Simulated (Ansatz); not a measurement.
# CCl₂InNO: a ladder of functionals and wavefunction methods

Aim: compute CCl₂InNO with functionals from several rungs and with coupled cluster, and see how far each lands from CCSD(T) at the basis-set limit for the atomisation energy.

Program: Ansatz 0.2.0, Gaussian basis. Level of theory: functionals in def2-TZVPP, the program's frozen cores in correlated methods. These are calculated values, not measurements.

Levels to be run: LDA (SPW92), PBE-D4, revPBE-D4, BLYP-D4, r2SCAN-D4, B97M-V, PBE0-D4, B3LYP-D4, r2SCANh-D4, r2SCAN0-D4, HSE06-D4, BHLYP-D4, CAM-B3LYP-D4, LC-ωPBE, ωB97X-V, ωB97M-V, B2PLYP, PBE-QIDH; CCSD(T)/def2-SVP; CCSD(T)/def2-TZVPP; MP2/def2-QZVPP; extrapolation to the limit; RPA on PBE.

### Step 1. Structure used throughout

An earlier PBE0-D4 in a triple-zeta def2 set relaxation fixed the geometry. In takes the def2 core potential; no spin-orbit term is included.

6 atoms, charge 0, spin multiplicity 1.

Atoms are counted from 1 here; the program's logs count them from 0.

Bond lengths: O1–C2 1.164 Å, C2–N3 1.207 Å, N3–In4 2.004 Å, In4–Cl5 2.286 Å, In4–Cl6 2.294 Å. Angles: O1–C2–N3 175.8°, C2–N3–In4 134.3°, N3–In4–Cl5 118.4°, N3–In4–Cl6 120.3°, Cl5–In4–Cl6 121.3°.

### Step 2. LDA

This LDA is Slater exchange with PW92 correlation.

The input, in.yaml:

```yaml
crystal:
  periodic: [false, false, false]
  atoms:
    - {symbol: O, position_ang: [1.198679, -2.132084, 1.617486]}
    - {symbol: C, position_ang: [0.879845, -1.455961, 0.725346]}
    - {symbol: N, position_ang: [0.594469, -0.808195, -0.252695]}
    - {symbol: In, position_ang: [-0.488683, 0.847862, -0.568805]}
    - {symbol: Cl, position_ang: [-0.670962, 1.634803, -2.707170]}
    - {symbol: Cl, position_ang: [-1.513348, 1.913577, 1.185848]}
basis:
  gaussian: {orbitals: def2-TZVPP}
hamiltonian: {xc: lda}
output: {orbitals: {seedname: orbitals}}
```

Run with:

```sh
> ansatz run in.yaml --threads 4 --pin off --events-out ev --progress --plain --max-ram 10444MiB
```

The runs that follow: PBE-D4 (GGA); revPBE-D4 (GGA); BLYP-D4 (GGA); r2SCAN-D4 (meta-GGA); B97M-V (meta-GGA); B3LYP-D4 (hybrid); r2SCANh-D4 (hybrid); r2SCAN0-D4 (hybrid); HSE06-D4 (hybrid); BHLYP-D4 (hybrid); CAM-B3LYP-D4 (range-separated); LC-ωPBE (range-separated); ωB97X-V (range-separated); ωB97M-V (range-separated); B2PLYP (double hybrid); PBE-QIDH (double hybrid); CCSD(T) in def2-SVP; CCSD(T) in def2-TZVPP; MP2 in def2-QZVPP; RPA on PBE orbitals.

**Question.** What will the summary of the whole plan be? Wanted: atomisation energy, CCSD(T)/CBS; farthest beyond LDA; mean size of error, GGA; mean size of error, meta-GGA; mean size of error, hybrid; mean size of error, range-separated; mean size of error, double hybrid; gap, smallest and largest; T1 diagnostic.

As calculated:

```
                               quantity                                                                            value
        atomisation energy, CCSD(T)/CBS                                                                    2314.0 kJ/mol
 functionals within 23.1 kJ/mol (1.0 %)  BLYP-D4, PBE0-D4, r2SCANh-D4, CAM-B3LYP-D4, LC-ωPBE, ωB97X-V, ωB97M-V, PBE-QIDH
                    farthest beyond LDA                                                         BHLYP-D4 (-159.8 kJ/mol)
                mean size of error, GGA                                                                      55.5 kJ/mol
           mean size of error, meta-GGA                                                                      29.8 kJ/mol
             mean size of error, hybrid                                                                      52.7 kJ/mol
    mean size of error, range-separated                                                                      16.6 kJ/mol
      mean size of error, double hybrid                                                                      19.6 kJ/mol
              gap, smallest and largest                                            3.83 eV (BLYP-D4), 11.22 eV (LC-ωPBE)
                          T1 diagnostic                                                                           0.0152
triples share of the correlation energy                                                                            4.3 %
```

What this shows: LDA overbinds by 470.0 kJ/mol (20 %). PBE-D4 is off by +128.3 kJ/mol. Double hybrids carry the basis error of their MP2 part in triple zeta, and no dispersion term here, so their miss is partly the set-up's. The rungs range-separated, double hybrid miss on average by less than the doubt on the reference (23.1 kJ/mol), so they tie. The reference freezes the cores and leaves out spin-orbit coupling and excitations past (T), and its outer-core shells are covered unevenly, so misses under about 23.1 kJ/mol can't be ranked. All levels share the lack of spin-orbit coupling, which lowers the free heavy atoms and so the true binding. Hartree-Fock recovers 64 % of the binding; the rest is correlation. CCSD(T) in def2-SVP is off by -177.8 kJ/mol, worse than the median functional, from the basis alone. The gap grows from 3.8 to 11.2 eV across the functionals, mostly with the share of exact exchange. Correlated methods include outer-core shells of In, which these sets cover unevenly.
